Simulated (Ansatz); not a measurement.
**Na: pressure up to the limit of the methods**

An exercise on one series of results from a longer session: the logs are not shown, and one member is left open.

Method: DFT PBE, with the methods named in each step, in Ansatz 0.2.0.

### The starting structure

Symmetry: Im-3m, No. 229, cubic system. The conventional cell has a = 4.197 Å, b = 4.197 Å, c = 4.197 Å, α = 90.00°, β = 90.00°, γ = 90.00°. Around Na (site symmetry m-3m) lie 8 Na at 3.63 Å.

As a file:

```
Na
1.0
    -2.09856    2.09856    2.09856
     2.09856   -2.09856    2.09856
     2.09856    2.09856   -2.09856
Na
1
Direct
  0.00000 0.00000 0.00000
```

Whether this phase is the stable one at these pressures isn't tested.

The first run:

Input file input.yaml:

```yaml
crystal:
  lattice:
    - [-2.0985628867, 2.0985628867, 2.0985628867]
    - [2.0985628867, -2.0985628867, 2.0985628867]
    - [2.0985628867, 2.0985628867, -2.0985628867]
  atoms:
    - { symbol: Na, position: [0.0, 0.0, 0.0] }
kpoints:
  mp_grid: { grid: [13, 13, 13] }
scf:
  occupations: { method: fermi_dirac, width: 0.05 }
hamiltonian:
  xc: pbe
  pseudopotentials: { kind: paw }
output:
  forces: true
  stress: true
relax:
  f_tol: 0.005
  max_steps: 40
  cell: {}
```

The run is started by

```sh
$ ansatz run input.yaml --threads 1 --pin off --max-ram 2048MiB --backend cpu --events-out ev --progress --plain --runs-dir out
```

Among the steps run: Cell relaxed at zero pressure, PAW; Volume scaled by 1, PAW; Volume scaled by 0.88, PAW; Volume scaled by 0.78, PAW; Volume scaled by 0.78, PAW (partial_waves polarizable); Volume scaled by 0.68, PAW; Volume scaled by 0.58, PAW; Volume scaled by 0.58, PAW (level accurate); Volume scaled by 0.5, PAW; Volume scaled by 0.43, PAW; Volume scaled by 0.43, PAW (cutoff 800 eV).

One of the session's tables, all rows but one given; the rest of the session is left out.

 The rows PAW, 0.43 and PAW (cutoff 800 eV), 0.43 agree to the last digit and may rest on the same set-up.

| method | volume over the first | volume (Å³/atom) | pressure (GPa) |
| --- | --- | --- | --- |
| PAW | 1 | 36.968 | 0.00 |
| PAW | 0.88 | ? | ? |
| PAW | 0.78 | 28.835 | 3.06 |
| PAW | 0.68 | 25.138 | 6.13 |
| PAW | 0.58 | 21.441 | 11.68 |
| PAW | 0.5 | 18.484 | 19.70 |
| PAW | 0.43 | 15.896 | 32.02 |
| PAW (cutoff 800 eV) | 0.43 | 15.896 | 32.02 |
| PAW (level accurate) | 0.58 | 21.441 | 11.70 |
| PAW (partial_waves polarizable) | 0.78 | 28.835 | 3.06 |

Estimate the missing values for PAW, 0.88.

**Answer.** volume (Å³/atom): 32.532; pressure (GPa): 1.26. In the column «volume (Å³/atom)» it lies between PAW (partial_waves polarizable), 0.78 (28.835) and PAW, 1 (36.968).
